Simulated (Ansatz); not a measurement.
# C5H4FN: basis-set convergence

How large a basis does C5H4FN need? Two functionals are run in growing sets.

The runs use Ansatz 0.2.0, Gaussian basis; one geometry, several basis sets.

Levels to be run: PBE0-D4/def2-SVP; ωB97M-V/def2-SVP; PBE0-D4/def2-QZVPP; ωB97M-V/def2-QZVPP; the functionals' def2-TZVPP values are taken from earlier runs.

## 1. The relaxed structure

The geometry comes from an earlier relaxation with PBE0-D4 in a triple-zeta def2 set; it is a stationary point, not always the lowest conformer.

SMILES `Fc1ccccn1`, 11 atoms, charge 0, spin multiplicity 1.

Atoms are counted from 1 here; the program's logs count them from 0.

Bond lengths: F1–C2 1.331 Å, C2–C3 1.387 Å, C2–N7 1.303 Å, C3–C4 1.381 Å, C3–H8 1.082 Å, C4–C5 1.389 Å, C4–H9 1.084 Å, C5–C6 1.383 Å, C5–H10 1.082 Å, C6–N7 1.333 Å, C6–H11 1.086 Å. Angles: F1–C2–C3 118.2°, F1–C2–N7 116.1°, C3–C2–N7 125.8°, C2–C3–C4 116.6°, C2–C3–H8 120.6°, C4–C3–H8 122.8°, C3–C4–C5 119.2°, C3–C4–H9 120.1°, C5–C4–H9 120.7°, C4–C5–C6 118.2°, C4–C5–H10 121.4°, C6–C5–H10 120.4°, C5–C6–N7 123.3°, C5–C6–H11 120.8°, N7–C6–H11 115.9°, C2–N7–C6 116.9°.

## 2. PBE0-D4 in def2-SVP

in.yaml

```yaml
crystal:
  periodic: [false, false, false]
  atoms:
    - {symbol: F, position_ang: [-0.284781, -2.720208, -0.087493]}
    - {symbol: C, position_ang: [-0.158451, -1.395579, -0.129990]}
    - {symbol: C, position_ang: [0.123369, -0.726588, 1.051881]}
    - {symbol: C, position_ang: [0.247614, 0.646793, 0.970985]}
    - {symbol: C, position_ang: [0.087627, 1.271404, -0.259544]}
    - {symbol: C, position_ang: [-0.191855, 0.483163, -1.360787]}
    - {symbol: N, position_ang: [-0.314736, -0.842506, -1.299824]}
    - {symbol: H, position_ang: [0.236386, -1.271943, 1.979320]}
    - {symbol: H, position_ang: [0.467370, 1.225670, 1.860580]}
    - {symbol: H, position_ang: [0.177525, 2.345165, -0.362150]}
    - {symbol: H, position_ang: [-0.324767, 0.927529, -2.342477]}
basis:
  gaussian: {orbitals: def2-SVP}
hamiltonian: {xc: pbe0, dispersion: d4}
output: {orbitals: {seedname: orbitals}}
```

Command:

```bash
ansatz run in.yaml --threads 4 --pin off --events-out ev --progress --plain --max-ram 10444MiB
```

Further steps of the session: ωB97M-V in def2-SVP; PBE0-D4 in def2-QZVPP; ωB97M-V in def2-QZVPP.

Q: Predict the results of all the runs planned. Wanted: PBE0-D4: double and triple zeta above quadruple; ωB97M-V: double and triple zeta above quadruple.

**Answer**, as computed:

| quantity | value |
| --- | --- |
| PBE0-D4: double and triple zeta above quadruple | 11.07, 0.48 eV |
| ωB97M-V: double and triple zeta above quadruple | 11.39, 0.45 eV |

**Reading.** PBE0-D4 gains 10.59 eV from double to triple zeta, then 0.48 eV more. Total energies overstate the basis error of differences, where much of it tends to cancel.
